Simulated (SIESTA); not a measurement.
**NaLaMnMoO6 in SIESTA: the effect of starting spin order**

Crystal: NaLaMnMoO6.

```
CELL_PARAMETERS angstrom
5.55735 0.00000 0.00053
0.00000 5.59794 0.00000
-0.06290 0.00000 8.02462
ATOMIC_POSITIONS crystal
Na 0.75008 0.51572 0.49924
Na 0.24992 0.01572 0.50076
La 0.25715 0.95896 0.99937
La 0.74285 0.45896 0.00063
Mn 0.24767 0.48762 0.25607
Mn 0.75233 0.98762 0.74393
Mo 0.75559 0.99666 0.27090
Mo 0.24441 0.49666 0.72910
O 0.67335 0.97830 0.49061
O 0.03402 0.81017 0.27726
O 0.93353 0.28910 0.28026
O 0.47817 0.20966 0.19922
O 0.54435 0.73563 0.20079
O 0.82956 0.01818 0.00392
O 0.32665 0.47830 0.50939
O 0.96598 0.31017 0.72274
O 0.06647 0.78910 0.71974
O 0.52183 0.70966 0.80078
O 0.45565 0.23563 0.79921
O 0.17044 0.51818 0.99608
```

The cell was built by a generator and needn't be a form met in nature.

Alike in all runs:

```yaml
Program: SIESTA 5.4.2
Task: single point
Functional: PBE
Potentials_or_basis: PseudoDojo 0.4 standard (PBE files)
Basis: DZP (energy shift 0.003 Ry; two zetas on semicore shells)
Grid_cutoff: 800 Ry
Energy_shift: 0.003 Ry
k_mesh: 5 × 5 × 4
Occupations: fermi-dirac, width 0.05 eV
```

```csv
starting spin order,spin,starting moments,energy over the lowest run (meV/atom),gap on the mesh (eV),pressure (GPa),largest force (eV/Å),final net moment (μB),final largest site moment (μB)
nm,"collinear spin, zero start","[0.0, 0.0, 0.0, 0.0, 0.0, 0.0, 0.0, 0.0, 0.0, 0.0, 0.0, 0.0, 0.0, 0.0, 0.0, 0.0, 0.0, 0.0, 0.0, 0.0] μB",?,?,?,?,?,?
fm,"collinear spin, ferromagnetic start","[0.0, 0.0, 0.0, 0.0, 4.0, 4.0, 1.0, 1.0, 0.0, 0.0, 0.0, 0.0, 0.0, 0.0, 0.0, 0.0, 0.0, 0.0, 0.0, 0.0] μB",3.1,0.10,5.2,0.75,9.97,4.46
fm_larger,"collinear spin, fm_larger start","[0.0, 0.0, 0.0, 0.0, 5.5, 5.5, 2.5, 2.5, 0.0, 0.0, 0.0, 0.0, 0.0, 0.0, 0.0, 0.0, 0.0, 0.0, 0.0, 0.0] μB",3.1,0.10,5.2,0.75,9.97,4.46
afm,"collinear spin, antiferromagnetic start","[0.0, 0.0, 0.0, 0.0, 4.0, -4.0, 1.0, -1.0, 0.0, 0.0, 0.0, 0.0, 0.0, 0.0, 0.0, 0.0, 0.0, 0.0, 0.0, 0.0] μB",0.0,0.31,5.0,0.81,0.00,4.44
ferri,"collinear spin, ferrimagnetic start","[0.0, 0.0, 0.0, 0.0, 4.0, -2.0, 1.0, -0.5, 0.0, 0.0, 0.0, 0.0, 0.0, 0.0, 0.0, 0.0, 0.0, 0.0, 0.0, 0.0] μB",0.0,0.31,5.0,0.81,0.00,4.44
```

**Question.** What does the run with starting spin order nm give?

**Answer.** Energy over the lowest run 199.1 meV/atom; gap on the mesh none; pressure -1.7 GPa; largest force 2.14 eV/Å; final net moment 0.00 μB; final largest site moment 0.00 μB.

Caveats: short orbitals over semicore shells can move pressures by several GPa; the basis of atomic orbitals isn't converged, which shifts pressures, moduli and gaps; spin-orbit coupling is left out, which moves the levels of the heavy elements (some runs); an odd mesh through Γ misses points on the zone boundary, where band edges often lie (some runs); semilocal functionals often make such compounds metallic where correlation or magnetic order opens a gap, which also shifts bond lengths (some runs); forces of over 1 eV/Å show positions far from the minimum, so gaps and moduli don't describe the material at rest (some runs).

A gap of «none» marks a metal or a gap under the smearing width.
